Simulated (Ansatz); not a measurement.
Working through a phonon calculation by linear response of RhN₂, space group Pnnm

Program: the Python package of Ansatz (0.2.0).

Run as a notebook:

**Cell 1**
```python
from pathlib import Path
import warnings

import ansatz as az
import numpy as np
```

**Cell 2**
```python
warnings.simplefilter("ignore", az.DeckWarning)
```

**Cell 3**
```python
vectors = np.array([
    [4.087542, 0.0, 0.0],
    [0.0, 4.917689, 0.0],
    [0.0, 0.0, 2.834525],
])
xtal = (
    az.Lattice.of(vectors)
    .atom("Rh", (0.5, 0.5, 0.5))
    .atom("Rh", (0.0, 0.0, 0.0))
    .atom("N", (0.378514, 0.914936, 0.5))
    .atom("N", (0.621486, 0.085064, 0.5))
    .atom("N", (0.121486, 0.414936, 0.0))
    .atom("N", (0.878514, 0.585064, 0.0))
)

calc = (
    xtal.calculation()
    .functional("LDA")
    .occupations(az.OccupationsMethod.FERMI_DIRAC, width=0.1)
    .kpoints(8, 6, 12)
    .phonons("dfpt")
)
result = calc.run(threads=1, runs_dir="runs")
ph = result.phonons
```

**Cell 4**
```python
print("Gamma modes (1/cm):", " ".join(f"{w:.1f}" for w in ph.gamma_omega_inv_cm))
print("in meV:", " ".join(f"{w * 0.1239842:.2f}" for w in ph.gamma_omega_inv_cm))
```
Output:
```text
Gamma modes (1/cm): 0.0 0.0 0.0 176.0 218.2 241.7 359.0 392.9 406.0 411.1 421.7 438.4 507.0 509.0 640.3 661.3 1067.4 1069.6
in meV: 0.00 0.00 0.00 21.82 27.05 29.96 44.51 48.72 50.33 50.97 52.28 54.36 62.86 63.11 79.39 81.99 132.34 132.61
```

Notes:
- No spin polarisation was allowed.
- The cell isn't relaxed first, so the values belong to this volume.
- This cell is a computed structure, which may not be the phase found in nature.
- The structure is taken as given; imaginary modes can come from an unrelaxed or unstable start. Phonons of metals also depend on mesh and smearing.
- Wall time of the script: 3.9 min on 1 thread of Arm Neoverse V2, with other jobs on the host, peak memory 1.3 GiB.

(Lines on the test bed's own set-up are left out of the output.)
